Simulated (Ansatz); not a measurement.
# P: the cost of one run

Computed with Ansatz 0.2.0 (DFT PBE, scalar-relativistic, plane waves, PAW, and further levels as typed in the inputs, unless a step's input says otherwise).

**1. The starting structure**

It takes space group Cmce (No. 64, orthorhombic). The conventional cell has a = 3.316 Å, b = 10.484 Å, c = 4.379 Å, α = 90.00°, β = 90.00°, γ = 90.00°. Around P (site symmetry m) lie 3 P at 2.22 to 2.24 Å.

As a file:

```xyz
4
Lattice="1.6582 -5.2420 0.0000 1.6582 5.2420 0.0000 0.0000 0.0000 4.3793" Properties=species:S:1:pos:R:3 pbc="T T T"
P     1.6582   -4.1766    0.3533
P     1.6582   -1.0654    2.5430
P     1.6582    4.1766    4.0260
P     1.6582    1.0654    1.8363
```

The structure rests on an entry of the Crystallography Open Database; cell or positions may have been set otherwise for this series.

**2. Relaxing the atoms: P, no spin**

File input.yaml:

```yaml
crystal:
  lattice:
    - [1.6582, -5.242, 0.0]
    - [1.6582, 5.242, 0.0]
    - [0.0, 0.0, 4.3793]
  atoms:
    - { symbol: P, position: [0.89838, 0.10162, 0.08068] }
    - { symbol: P, position: [0.60162, 0.39838, 0.58068] }
    - { symbol: P, position: [0.10162, 0.89838, 0.91932] }
    - { symbol: P, position: [0.39838, 0.60162, 0.41932] }
scf:
  occupations: { method: fixed }
output:
  forces: true
  stress: true
  eigenvalues: true
  write_density: true
  write_potential: true
  elf: true
  volumetric_format: npy
kpoints:
  mp_grid: { grid: [10, 10, 8] }
relax:
  f_tol: 0.003
  max_steps: 60
hamiltonian:
  pseudopotentials: { kind: paw, azcp: { folder: soft_1 } }
```

Command:

```
$ ansatz run input.yaml --threads 8 --pin off --max-ram 22528MiB --backend cpu --events-out ev --progress --plain --runs-dir out
```

**Question.** How long does this run take on 8 threads of Intel Xeon 6975P-C (Granite Rapids), shared host, and how much memory does it need?

About 3.1 s, with a peak of 0.55 GiB.
